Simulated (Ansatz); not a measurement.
# Ru: response to strain

Aim: deform Ru (zz strain of -2 %) and compute stress, forces and field gradients with LAPW, PAW and all-electron datasets made for the crystal.

Program: Ansatz 0.2.0. Level of theory: DFT PBEsol, scalar-relativistic. These are calculated values, not measurements.

2 further runs of the same task are left out: 2 set aside as unsound or not needed.

## (1) The starting structure

The structure is hexagonal, space group P6_3/mmc (No. 194). The conventional cell has a = 2.706 Å, b = 2.706 Å, c = 4.282 Å, α = 90.00°, β = 90.00°, γ = 120.00°. Ru (site symmetry -6m2) has 12 Ru at 2.65 to 2.71 Å as nearest neighbours.

Structure file:

```
CELL_PARAMETERS angstrom
2.70580 0.00000 0.00000
-1.35290 2.34329 0.00000
0.00000 0.00000 4.28190
ATOMIC_POSITIONS crystal
Ru 0.33333 0.66667 0.25000
Ru 0.66667 0.33333 0.75000
```

Atoms are numbered in the order of the input: Ru1, Ru2.

## (2) After the deformation

Space group P6_3/mmc before, P6_3/mmc after.

## (3) LAPW, all electrons

input.yaml reads:

```yaml
crystal:
  lattice:
    - [2.7057993342, 0.0, 0.0]
    - [-1.3528996671, 2.343290961, 0.0]
    - [0.0, 0.0, 4.196262]
  atoms:
    - { symbol: Ru, position: [0.3333333333, 0.6666666667, 0.25] }
    - { symbol: Ru, position: [0.6666666667, 0.3333333333, 0.75] }
kpoints:
  mp_grid: { grid: [14, 14, 8] }
  band_path:
    path:
      - [0.0, 0.0, 0.0]
      - [0.5, 0.0, 0.0]
      - [0.3333333333, 0.3333333333, 0.0]
      - [0.0, 0.0, 0.0]
      - [0.0, 0.0, 0.5]
      - [0.5, 0.0, 0.5]
      - [0.3333333333, 0.3333333333, 0.5]
      - [0.0, 0.0, 0.5]
      - [0.5, 0.0, 0.5]
    npoints: 5
scf:
  occupations: { method: fermi_dirac, width: 0.03 }
hamiltonian:
  xc: pbesol
  pseudopotentials: { kind: all_electron, lapw: { basis_error: 0.001 } }
output:
  forces: true
  stress: true
  eigenvalues: true
```

Command:

```sh
$ ansatz run input.yaml --threads 1 --pin off --max-ram 3072MiB --backend cpu --events-out ev --progress --plain --runs-dir out
```

## (4) PAW with frozen cores

input.yaml reads:

```yaml
crystal:
  lattice:
    - [2.7057993342, 0.0, 0.0]
    - [-1.3528996671, 2.343290961, 0.0]
    - [0.0, 0.0, 4.196262]
  atoms:
    - { symbol: Ru, position: [0.3333333333, 0.6666666667, 0.25] }
    - { symbol: Ru, position: [0.6666666667, 0.3333333333, 0.75] }
kpoints:
  mp_grid: { grid: [14, 14, 8] }
scf:
  occupations: { method: fermi_dirac, width: 0.03 }
hamiltonian:
  xc: pbesol
  pseudopotentials: { kind: paw }
output:
  forces: true
  stress: true
  eigenvalues: true
  efg: { contact_densities: true }
```

## (5) All-electron PAW on datasets made for the crystal

input.yaml: that of step 4 with these lines changed.

```diff
@@ -14,3 +14,3 @@
   xc: pbesol
-  pseudopotentials: { kind: paw }
+  pseudopotentials: { kind: all_electron, datasets: crystal }
 output:
```

(Steps that only read results are left out.)

Before running it: what results should come out? Wanted: pressure; largest shear or deviatoric stress.

The runs gave:

```
                                 quantity                                           value
                                 pressure  LAPW 0.88, PAW 0.90, crystal datasets 0.88 GPa
largest shear or deviatoric stress (LAPW)                                        5.66 GPa
```

Against the undeformed cell the largest change of stress is +14.21 GPa, in the zz component, with the atoms carried along and not relaxed. PAW: stress within 0.04 GPa of LAPW. Crystal datasets: stress within 0.01 GPa of LAPW.
